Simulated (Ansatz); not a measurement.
# CH₄Ge (triplet): wave-function methods side by side, cc-pVDZ

The task here is to estimate one member of a computed series from the others.

The runs use Ansatz 0.2.0, Gaussian basis; cc-pVDZ, core rule «outside noble gas», up to 15 orbitals frozen.

Plan: UHF; CCSD(T) on ROHF; CCSD(T) on UHF; BCCD(T) on ROHF; CISD; CCSDT(Q) on ROHF; CCSDT(Q) on UHF; CASSCF and MRCISD+Q, 10 electrons in 10 orbitals; CASSCF and NEVPT2, 10 electrons in 10 orbitals.

17 further runs of the same task are left out: 7 that didn't finish, 10 set aside as unsound or not needed.

## The geometry

The geometry is a PBE0/def2-TZVP stationary point (not a proven minimum) of the parent state, kept for this charge and spin. No spin-orbit coupling is included. The filled d shell of Ge may be among the frozen orbitals whatever the setting's name suggests; the logs give the count.

6 atoms, charge 0, spin multiplicity 3.

Atoms are counted from 1 here; the program's logs count them from 0.

Bond lengths: Ge1–C2 1.769 Å, Ge1–H3 1.526 Å, Ge1–H4 1.526 Å, C2–H5 1.082 Å, C2–H6 1.082 Å. Angles: C2–Ge1–H3 122.6°, C2–Ge1–H4 122.6°, H3–Ge1–H4 114.7°, Ge1–C2–H5 121.4°, Ge1–C2–H6 121.4°, H5–C2–H6 117.1°.

The first run:

The input, in.yaml:

```yaml
crystal:
  periodic: [false, false, false]
  atoms:
    - {symbol: Ge, position_ang: [0.000000, 0.000000, 0.273860]}
    - {symbol: C, position_ang: [0.000000, 0.000000, -1.494741]}
    - {symbol: H, position_ang: [0.000000, 1.285282, 1.096845]}
    - {symbol: H, position_ang: [0.000000, -1.285282, 1.096845]}
    - {symbol: H, position_ang: [0.000000, 0.923283, -2.059354]}
    - {symbol: H, position_ang: [0.000000, -0.923283, -2.059354]}
basis:
  gaussian: {orbitals: cc-pVDZ}
magnetization: {spin_polarized: true, initial_magnetization: 2}
hamiltonian: {xc: hf}
output: {orbitals: {seedname: orbitals}}
```

Launch:

```console
$ ansatz run in.yaml --threads 1 --pin off --events-out ev --progress --plain --max-ram 2393MiB
```

Steps of the session up to this table: UHF; CCSD(T) on ROHF; CCSD(T) on UHF; BCCD(T) on ROHF; CISD; CCSDT(Q) on ROHF; CCSDT(Q) on UHF; CASSCF and MRCISD+Q, 10 electrons in 10 orbitals; CASSCF and NEVPT2, 10 electrons in 10 orbitals.

One table of the session follows, with a row left open; its other results are not shown here.

| method | from UCCSDT(Q) (meV) |
| --- | --- |
| ROHF | +6832.8 |
| UHF | +6621.9 |
| RMP2 | +1213.8 |
| UMP2 | +1218.7 |
| RCCSD | ? |
| UCCSD | +176.0 |
| RCCSD(T) | +36.2 |
| UCCSD(T) | +32.0 |
| BCCD(T) | +35.9 |
| RCCSDT | +11.7 |
| UCCSDT | +7.2 |
| RCCSDT(Q) | +4.4 |
| UCCSDT(Q) | 0 |

Estimate the missing values for RCCSD.

As computed: from UCCSDT(Q) (meV): +183.3. In the column «from UCCSDT(Q) (meV)» it lies between UCCSD (+176.0) and RMP2 (+1213.8).

Among the levels timed on like hardware and quicker than the yardstick, those that no quicker one beats, quickest first: BCCD(T) (6 s, +35.9 meV); UCCSD(T) (10 s, +32.0 meV).

Not comparable, so not listed: CISD (they don't share determinant, frozen orbitals or solution with the rows shown, or repeat one).

Caveats from the session: Left out of the table: CASSCF frontier, NEVPT2 frontier, MRCISD frontier, MRCISD+Q frontier (the active space lost an orbital or holds another state than full CI finds). Restricted and unrestricted rows rest on different reference determinants; where their highest levels disagree by more than a few hundredths of an eV, they describe different states and don't form one ladder. Warnings in the runs' records: passed over end.
